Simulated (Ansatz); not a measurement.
# Cd3Te: the cost of one run

Method: DFT PBE, scalar-relativistic, plane waves, PAW, in Ansatz 0.2.0.

## Step 1: The system as given

It takes space group Cmmm (No. 65, orthorhombic). Conventional cell: a = 3.771 Å, b = 5.281 Å, c = 10.790 Å, α = 90.00°, β = 90.00°, γ = 90.00°. Around Cd (site symmetry mm2) lie 6 Cd at 3.24 to 3.26 Å and 2 Te at 3.32 Å. Cd (site symmetry mmm) has 8 Cd at 3.24 to 3.26 Å in its first shell of neighbours. Te (site symmetry mmm) has 4 Te at 3.24 Å and 4 Cd at 3.32 Å in its first shell of neighbours.

Structure file:

```cif
data_structure
_symmetry_space_group_name_H-M 'P 1'
_symmetry_Int_Tables_number 1
_cell_length_a 3.2444
_cell_length_b 3.2444
_cell_length_c 10.7903
_cell_angle_alpha 90.000
_cell_angle_beta 90.000
_cell_angle_gamma 108.941
_cell_volume 107.43
loop_
_atom_site_label
_atom_site_type_symbol
_atom_site_fract_x
_atom_site_fract_y
_atom_site_fract_z
_atom_site_occupancy
Cd1 Cd 0.50000 0.50000 0.74671 1
Cd2 Cd 0.00000 0.00000 0.50000 1
Cd3 Cd 0.50000 0.50000 0.25329 1
Te1 Te 0.00000 0.00000 0.00000 1
```

Recipe of the guess: species swapped into a database cell of Fe3Cu (Cmmm, No. 65), with Cd on the Fe sites and Te on the Cu sites. Lengths come from tabulated atomic sizes and are only a guess.

## Step 2: A first look at the guess

input.yaml reads:

```yaml
crystal:
  lattice:
    - [1.88537661, -2.6403378, 0.0]
    - [1.88537661, 2.6403378, 0.0]
    - [0.0, 0.0, 10.79031501]
  atoms:
    - { symbol: Cd, position: [0.5, 0.5, 0.74670601] }
    - { symbol: Cd, position: [0.0, 0.0, 0.5] }
    - { symbol: Cd, position: [0.5, 0.5, 0.25329399] }
    - { symbol: Te, position: [0.0, 0.0, 0.0] }
basis:
  ecutwfc: 420
kpoints:
  mp_grid: { grid: [6, 6, 2] }
hamiltonian:
  xc: pbe
scf:
  occupations: { method: gaussian, width: 0.1 }
  lower_state_search: "off"
output:
  forces: true
  stress: true
  eigenvalues: true
```

On the command line:

```bash
$ ansatz run input.yaml --threads 1 --pin off --max-ram 2560MiB --backend cpu --events-out ev --progress --plain --runs-dir out
```

What time and memory should one allow on 1 thread of Arm Neoverse V2, shared host?

About 5.4 s, with a peak of 0.4 GiB.
